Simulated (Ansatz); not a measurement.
Working through a table of relaxed lattice constants and trends of a series on the CsCl structure: TiOs, ZrOs, HfOs

With Ansatz 0.2.0 through its Python package.

Notebook, run cell by cell (the value of a cell's last expression is shown):

**Cell 1**
```python
import warnings

import ansatz
import numpy as np
```

**Cell 2**
```python
def cscl(first, second, a):
    return (
        ansatz.Lattice.cubic(a)
        .space_group(221)
        .atom(first, [0, 0, 0])
        .atom(second, [0.5, 0.5, 0.5])
    )
```

**Cell 3**
```python
def solve(name, crystal, relax=True):
    calc = (
        crystal.calculation()
        .functional(ansatz.Functional.LDA)
        .basis(17 * ansatz.Ha)
        .kpoints(spacing=0.3)
        .occupations("fermi_dirac", width=0.05)
        .stress()
        .band_table()
    )
    if relax:
        calc = calc.relax(force_tolerance=0.02, cell=True)
    return calc.run()

def bulk_modulus(name, outcome, step=0.015):
    # B = -V dP/dV from the pressures of two uniformly scaled cells, atoms held at their fractions
    pressure = []
    for factor in (1 - step, 1.0, 1 + step):
        cell = ansatz.Crystal(lattice=ansatz.Lattice.of(outcome.lattice.cell_ang * factor ** (1 / 3)))
        for site in outcome.report["lattice"]["sites"]:
            cell = cell.atom(site["symbol"], site["position_frac"])
        pressure.append(np.trace(solve(name, cell, relax=False).report["stress_gpa"]) / 3)
    slope, bend = (pressure[0] - pressure[2]) / (2 * step), abs(pressure[0] + pressure[2] - 2 * pressure[1])
    # a jump of mesh or basis between the cells shows as a kink: no modulus then
    return float(slope) if bend < 12 * step**2 * abs(slope) + 0.15 and abs(pressure[1]) < 1.5 else float("nan")
```

**Cell 4**
```python
def relaxed_twice(name, crystal):
    # the second pass draws mesh and plane waves anew for the relaxed cell
    first = solve(name, crystal)
    again = ansatz.Crystal(lattice=ansatz.Lattice.of(first.lattice.cell_ang))
    for site in first.report["lattice"]["sites"]:
        again = again.atom(site["symbol"], site["position_frac"])
    return solve(name, again)
```

**Cell 5**
```python
def volume_per_atom(outcome):
    return abs(np.linalg.det(outcome.lattice.cell_ang)) / len(outcome.lattice.sites)
```

**Cell 6**
```python
# rough a for each member; the cell is relaxed
warnings.simplefilter("ignore", ansatz.DeckWarning)
```

**Cell 7**
```python
phases = {}
phases["TiOs"] = cscl("Ti", "Os", 3.11)
phases["ZrOs"] = cscl("Zr", "Os", 3.26)
phases["HfOs"] = cscl("Hf", "Os", 3.26)
```

**Cell 8**
```python
done = {}
for name, crystal in phases.items():
    try:
        done[name] = relaxed_twice(name, crystal)
    except ansatz.NonConvergedError as error:
        print(name, "did not converge:", str(error)[:120])
```

**Cell 9**
```python
rows = [(name, float(np.linalg.norm(o.lattice.cell_ang[0])), volume_per_atom(o), bulk_modulus(name, o)) for name, o in done.items()]
print("  compound       a (A)  V (A^3/atom)     B (GPa)")
for row in rows:
    print(f"{str(row[0]):>10}  {row[1]:10.3f}  {row[2]:12.3f}  {row[3]:10.0f}")
```
Output:
```text
  compound       a (A)  V (A^3/atom)     B (GPa)
      TiOs       3.042        14.077         279
      ZrOs       3.229        16.839         236
      HfOs       3.203        16.423         257
```

From smallest to largest: TiOs (14.08 Å³), HfOs (16.42 Å³) and ZrOs (16.84 Å³). The largest is 20 % above the smallest.

Notes:
- Spin is left out of this run.
- For the metals among these phases the mesh is modest: differences between phases can be off by up to 40 meV an atom.
- The bulk modulus is taken at fixed shape and positions, an upper value where these are free.
- Pressure is positive in compression.
- Spin-orbit coupling, which matters for elements this heavy, is left out.
- The cells are built on a prototype by substitution; a member may or may not take this structure in nature.
- Finished in 34 s on 1 thread of Arm Neoverse V1, on a shared host, peak memory 0.41 GiB.
